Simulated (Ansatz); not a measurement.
# BHBr (quartet): wave-function methods side by side, cc-pVDZ

An exercise on one series of results from a longer session: the logs are not shown, and one member is left open.

The runs use Ansatz 0.2.0, Gaussian basis; cc-pVDZ, core rule «outside noble gas», up to 15 orbitals frozen.

Plan: UHF; CCSD(T) on ROHF; CCSD(T) on UHF; BCCD(T) on ROHF; CISD as a restricted active space (open shells left free, so some higher excitations enter); CCSDT(Q) on ROHF; CCSDT(Q) on UHF; CASSCF and MRCISD+Q, 11 electrons in 9 orbitals; CASSCF and NEVPT2, 11 electrons in 9 orbitals.

35 further runs of the same task are left out: 6 for a known fault of the program, 12 that didn't finish, 17 set aside as unsound or not needed. Runs told in other sessions of the task aren't counted.

### The geometry

The geometry is a PBE0/def2-TZVP stationary point (not a proven minimum). No spin-orbit coupling is included. The filled d shell of Br may be among the frozen orbitals whatever the setting's name suggests.

3 atoms, charge 0, spin multiplicity 4.

Atoms are counted from 1 here; the program's logs count them from 0.

Bond lengths: B1–Br2 1.977 Å, B1–H3 1.279 Å. Angles: Br2–B1–H3 79.0°.

Set-up of the first run:

in.yaml reads:

```yaml
crystal:
  periodic: [false, false, false]
  atoms:
    - {symbol: B, position_ang: [0.000000, -0.188124, 1.715115]}
    - {symbol: Br, position_ang: [0.000000, 0.011759, -0.252218]}
    - {symbol: H, position_ang: [0.000000, 1.085637, 1.598465]}
basis:
  gaussian: {orbitals: cc-pVDZ}
magnetization: {spin_polarized: true, initial_magnetization: 3}
hamiltonian: {xc: hf}
output: {orbitals: {seedname: orbitals}}
```

Run with:

```sh
ansatz run in.yaml --threads 1 --pin off --events-out ev --progress --plain --max-ram 2393MiB
```

Steps of the session up to this table: UHF; CCSD(T) on ROHF; CCSD(T) on UHF; BCCD(T) on ROHF; CISD as a restricted active space (open shells left free, so some higher excitations enter); CCSDT(Q) on ROHF; CCSDT(Q) on UHF; CASSCF and MRCISD+Q, 11 electrons in 9 orbitals; CASSCF and NEVPT2, 11 electrons in 9 orbitals.

One table of the session follows, with a row left open; its other results are not shown here.

```
          method  from UCCSDT(Q) (meV)
            ROHF               +5452.4
             UHF               +5279.5
            RMP2                +788.3
            UMP2                +831.3
            CISD                +470.0
           RCCSD                +174.5
           UCCSD                +168.6
        RCCSD(T)                 +33.8
        UCCSD(T)                 +32.7
         BCCD(T)                 +34.1
          RCCSDT                 +12.3
          UCCSDT                 +10.4
       RCCSDT(Q)                  +1.9
       UCCSDT(Q)                     0
  CASSCF valence               +4454.5
  NEVPT2 valence                +984.9
  MRCISD valence                +325.6
MRCISD+Q valence                     ?
```

Q: Estimate the row for MRCISD+Q valence from the others.

As computed: from UCCSDT(Q) (meV): +21.6. In the column «from UCCSDT(Q) (meV)» it lies between RCCSDT (+12.3) and UCCSD(T) (+32.7).

With the free atoms at the same levels and basis (separate runs), the atomisation energy is 2.483 eV at UCCSDT(Q), 2.470 eV at RCCSD(T), 2.469 eV at UCCSD(T), 1.778 eV at ROHF.

Caveats from the session: Restricted and unrestricted rows rest on different reference determinants; a gap between their highest levels can come from leftover correlation error, from unlike frozen cores or from another state.
